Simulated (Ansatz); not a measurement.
# One shape, several levels: AlSbH3F (SMILES [F][AlH][SbH2])

Aim: a comparison of 6 runs (HF/STO-3G, B3LYP/def2-SVP, PBE-QIDH/def2-SVP, r2SCAN0/def2-SVP, RPA@PBE/def2-SVP, BCCD(T)/def2-SVP) of AlSbH3F. 

The results are computed with Ansatz 0.2.0.

60 further runs of the same task are left out: 60 set aside as unsound or not needed.

## (1) Starting point

AlSbH3F: 6 atoms, total charge 0, spin state singlet. As SMILES, `[F][AlH][SbH2]`. The Al2–H4 distance was set to 2.847 Å, away from the relaxed value. At this shape a bond of the SMILES string is far longer than usual.

Bond lengths: F1–Al2 1.653 Å, Al2–Sb3 2.636 Å, Sb3–H5 1.710 Å, Sb3–H6 1.709 Å. Angles: F1–Al2–Sb3 116.3°, Al2–Sb3–H5 88.3°, Al2–Sb3–H6 87.8°, H5–Sb3–H6 91.6°.

## (2) A single-point energy at HF/STO-3G (run 1)

File run.yaml:

```yaml
crystal:
  periodic: [false, false, false]
  atoms:
    - {symbol: F, position_ang: [-0.907634, -1.023262, 2.351853]}
    - {symbol: Al, position_ang: [-0.129134, -0.430162, 1.019753]}
    - {symbol: Sb, position_ang: [1.486866, 1.612838, 1.424353]}
    - {symbol: H, position_ang: [-0.594800, -1.800700, -1.431700]}
    - {symbol: H, position_ang: [1.049066, 2.201138, -0.120347]}
    - {symbol: H, position_ang: [0.172566, 2.422038, 2.157653]}
basis:
  gaussian:
    orbitals: STO-3G
hamiltonian:
  xc: hf
accuracy: high
output: {orbitals: {seedname: orbitals}}
```

Command:

```console
$ ansatz run run.yaml --threads 1 --pin off --max-ram 3480MiB --events-out events.jsonl --progress --plain --runs-dir runs
```

Standard output:

```text
Warning: RAYON_NUM_THREADS=1 ignored (pool sized by the plan → 1); use --threads N
Functional definition: HF
  name "HF"
  exchange = exact_x
  correlation = 0
639 factors; integrals over basis functions are off by at most 3.4e-8 eV
mean field evaluation 1: about -179317.1350 eV, gradient 2.4e1 eV
mean field evaluation 2: about -179317.1672 eV, gradient 2.4e1 eV
mean field evaluation 4: about -179321.9249 eV, gradient 2.9e0 eV
mean field evaluation 8: about -179322.0122 eV, gradient 5.2e-4 eV
mean field evaluation 16: about -179317.4239 eV, gradient 1.2e0 eV
mean field -179322.01223144 eV, -6589.9624006799 hartree, gradient 2.3e-8 eV, S^2 0.000000; 0 other end points of the search recorded, 0 dependent functions left out
reference -179322.01223144 eV, -6589.9624006799 hartree; 38, 38 occupied and 6, 6 virtual orbitals, 639 factors
Total energy: -179322.01223144 eV, -6589.9624006799 hartree
```

Run time: 0.64 s. Hardware: 1 thread of Arm Neoverse V1, shared host; peak memory 0.095 GiB.

## (3) The energy at B3LYP/def2-SVP (core potential) (run 2)

File molecule.yaml:

```yaml
crystal:
  periodic: [false, false, false]
  atoms:
    - {symbol: F, position_ang: [-0.907634, -1.023262, 2.351853]}
    - {symbol: Al, position_ang: [-0.129134, -0.430162, 1.019753]}
    - {symbol: Sb, position_ang: [1.486866, 1.612838, 1.424353]}
    - {symbol: H, position_ang: [-0.594800, -1.800700, -1.431700]}
    - {symbol: H, position_ang: [1.049066, 2.201138, -0.120347]}
    - {symbol: H, position_ang: [0.172566, 2.422038, 2.157653]}
basis:
  gaussian: {orbitals: def2-SVP}
hamiltonian: {xc: {name: B3LYP}}
accuracy: high
output: {orbitals: {seedname: orbitals}}
```

Command:

```console
$ ansatz run molecule.yaml --threads 1 --pin off --max-ram 3480MiB --events-out events.jsonl --progress --plain --runs-dir runs
```

Standard output:

```text
Warning: RAYON_NUM_THREADS=1 ignored (pool sized by the plan → 1); use --threads N
Functional definition: B3LYP
  name "B3LYP"
  parameter a0 = 0.2
  parameter ax = 0.72
  parameter ac = 0.81
  exchange = (1 - a0 - ax)*slater_x + ax*b88_x + a0*exact_x
  correlation = (1 - ac)*vwn_rpa_c + ac*lyp_c
1619 factors; integrals over basis functions are off by at most 6.4e-9 eV
mean field evaluation 1: about -15894.2606 eV, gradient 3.8e1 eV
mean field evaluation 2: about -15882.6238 eV, gradient 8.0e1 eV
mean field evaluation 4: about -15897.6974 eV, gradient 2.7e0 eV
mean field evaluation 8: about -15897.7885 eV, gradient 4.0e-1 eV
mean field evaluation 16: about -15897.7894 eV, gradient 1.4e-4 eV
mean field -15897.78940245 eV, -584.2329846314 hartree, gradient 9.7e-8 eV, S^2 0.000000; 0 other end points of the search recorded, 0 dependent functions left out
reference -15897.78944447 eV, -584.2329861755 hartree; 24, 24 occupied and 49, 49 virtual orbitals, 1619 factors
Total energy: -15897.78944447 eV, -584.2329861755 hartree
```

Wall time 7.5 s (1 thread of Arm Neoverse V1, shared host); peak memory 0.23 GiB.

Runs 3 to 4 aren't shown in full; the table further down has their settings and results.

## (4) The energy at RPA@PBE/def2-SVP (core potential) (run 5)

Edit run.yaml of step 2 so:

```diff
@@ -11,6 +11,8 @@
   gaussian:
-    orbitals: STO-3G
+    orbitals: def2-SVP
 hamiltonian:
-  xc: hf
+  xc: {name: PBE}
+correlation:
+  method: rpa
+  frozen_orbitals: {Al: 5, F: 1, H: 0, Sb: 4}
 accuracy: high
-output: {orbitals: {seedname: orbitals}}
```

Command:

```console
$ ansatz run run.yaml --threads 1 --pin off --max-ram 3480MiB --events-out events.jsonl --progress --plain --runs-dir runs
```

Standard output, cut to the lines that bear on the results:

```text
Warning: RAYON_NUM_THREADS=1 ignored (pool sized by the plan → 1); use --threads N
Functional definition: PBE
  name "PBE"
[...]
1619 factors; integrals over basis functions are off by at most 6.4e-9 eV
[...]
mean field -15888.45978662 eV, -583.8901275734 hartree, gradient 1.0e-8 eV, S^2 0.000000; 1 other end points of the search recorded, 0 dependent functions left out
10 core orbitals not correlated: weight in the atoms' cores, before any rotation towards them, 1.000 or more for the frozen orbitals, at most 0.000 for the correlated occupied ones
reference -15839.73899669 eV, -582.0996715675 hartree; 14, 14 occupied and 49, 49 virtual orbitals, 1619 factors
Total energy: -15857.39723394 eV, -582.7485998174 hartree
```

Run time: 11 s. Hardware: 1 thread of Arm Neoverse V1, shared host; peak memory 0.29 GiB.

## (5) The energy at BCCD(T)/def2-SVP (core potential) (run 6)

Edit molecule.yaml of step 3 so:

```diff
@@ -11,4 +11,4 @@
   gaussian: {orbitals: def2-SVP}
-hamiltonian: {xc: {name: B3LYP}}
+correlation: {method: bccd_t, frozen_orbitals: {Al: 5, F: 1, H: 0, Sb: 4}}
 accuracy: high
-output: {orbitals: {seedname: orbitals}}
+scf: {omitted_lower_state_checks: [cluster_reference, increment]}
```

Command:

```console
$ ansatz run molecule.yaml --threads 1 --pin off --max-ram 3480MiB --events-out events.jsonl --progress --plain --runs-dir runs
```

Standard output:

```text
Warning: RAYON_NUM_THREADS=1 ignored (pool sized by the plan → 1); use --threads N
[... 12 lines left out ...]
10 core orbitals not correlated: weight in the atoms' cores, before any rotation towards them, 1.000 or more for the frozen orbitals, at most 0.000 for the correlated occupied ones
[... 33 lines left out ...]
Total energy: -15852.77271396 eV, -582.5786518426 hartree
Checks for a lower state left out: cluster_reference, increment
```

Run time: 21 s. Hardware: 1 thread of Arm Neoverse V1, shared host; peak memory 0.42 GiB.

## (6) Overview of the runs

```
run                               level  core potential  frozen core orbitals   energy (Eh)  HOMO energy (eV)  LUMO energy (eV)  HOMO–LUMO gap (eV)  wall time
  1                           HF/STO-3G            none                     –  -6589.962401             -4.03              3.69                7.72     0.64 s
  2     B3LYP/def2-SVP (core potential)        def2-SVP                     –   -584.232986             -6.26             -3.01                3.25      7.5 s
  3  PBE-QIDH/def2-SVP (core potential)        def2-SVP                    10   -583.495937             -7.79             -1.45                6.34      9.3 s
  4   r2SCAN0/def2-SVP (core potential)        def2-SVP                     –   -584.095675             -6.61             -2.82                3.79       15 s
  5   RPA@PBE/def2-SVP (core potential)        def2-SVP                    10   -582.748600                 –                 –                   –       11 s
  6   BCCD(T)/def2-SVP (core potential)        def2-SVP                    10   -582.578652                 –                 –                   –       21 s
```

## (7) What came out

| quantity | value |
| --- | --- |
| run 6: total energy | -582.57865 Eh |
| run 6: correlation energy (10 core orbitals frozen) | -436.2 mEh |
| run 6: (T) correction | -13.32 mEh |

In words: Over runs 1, 2, 3, 4 the HOMO–LUMO gap runs from 3.25 eV (B3LYP/def2-SVP) to 7.72 eV (HF/STO-3G). The two ends differ in method and basis and core potential. Totals of different functionals can't be ranked against each other. Some runs of one species differ in core potentials or relativity; totals across that change don't compare. In runs 3, 6 the log says that unrestricted orbitals would lower the reference, so the values rest on an unstable closed-shell determinant (other closed-shell runs at this shape may share the fault). In run 1 the basis is minimal, so the values are rough. In run 1 relativity is left out where basis or elements ask for it. All runs together took 64 s, the longest 21 s.
